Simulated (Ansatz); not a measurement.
Write a Python script for Ansatz's Python interface that makes a calculation of the dielectric tensor and Born charges of La2O3, space group P-62m. Settings: LDA, PAW, the default cutoff (420 eV here), 3×3×6 k-points, fixed occupations.

Input file `la2o3.xyz`:
```text
5
Lattice="6.26678028 0.0 0.0 -3.13339014 5.42719092 0.0 0.0 0.0 3.299766" Properties=species:S:1:pos:R:3 pbc="T T T"
La   -0.00000003    3.61812730    1.64988300
La    3.13339017    1.80906362    1.64988300
O     1.54158408    2.67010195    0.00000000
O    -1.59180606    2.75708897    0.00000000
O     3.18361212    0.00000000    0.00000000
```

`eps.py`:
```python
"""High-frequency dielectric tensor and Born charges of La2O3."""

import warnings

import ansatz as az
import numpy as np


def main() -> None:
    warnings.simplefilter("ignore", az.DeckWarning)

    cell = az.Crystal.from_extxyz("la2o3.xyz")

    # an insulator: whole occupations
    job = (
        cell.calculation()
        .functional(az.Functional.LDA)
        .kpoints(3, 3, 6, center="gamma")
        .occupations("fixed")
        .dielectric()
    )
    outcome = job.run(threads=1, backend="cpu")
    response = outcome.dielectric
    eps = np.asarray(response.eps_inf)

    values = np.linalg.eigvalsh(eps)
    print("principal values of eps_inf:", np.round(values, 3))
    print("refractive indices:", np.round(np.sqrt(values), 3))
    for site, z in zip(outcome.lattice.sites, response.zstar_e):
        print(f"{site.symbol:2s} Z* trace/3 = {np.trace(z) / 3:+.3f} e")
    print(f"charge neutrality missed by {response.zstar_sum_residual_pre_e:.4f} e before the sum rule")


if __name__ == "__main__":
    main()
```

```console
$ python eps.py
principal values of eps_inf: [3.43  3.43  4.383]
refractive indices: [1.852 1.852 2.093]
La Z* trace/3 = +3.973 e
La Z* trace/3 = +3.973 e
O  Z* trace/3 = -2.649 e
O  Z* trace/3 = -2.649 e
O  Z* trace/3 = -2.649 e
charge neutrality missed by 0.0017 e before the sum rule
```

What to keep in mind:
- The Fermi level of a run with fixed occupations marks the highest occupied state on its mesh, not mid-gap.
- Averages over directions belong to no single polarisation, least of all in layered crystals.
- Pressure is positive in compression.
- This cell is a computed structure, which may not be the phase found in nature.
- This is the electronic (clamped-ion) response; a semilocal gap that is too small tends to raise it. The typed mesh is that of the SCF; the response is solved on denser meshes that the run picks.
- The whole script took 55 s on 1 thread of Intel(R) Xeon(R) Processor @ 2.30GHz (shared host), peak memory 0.83 GiB.
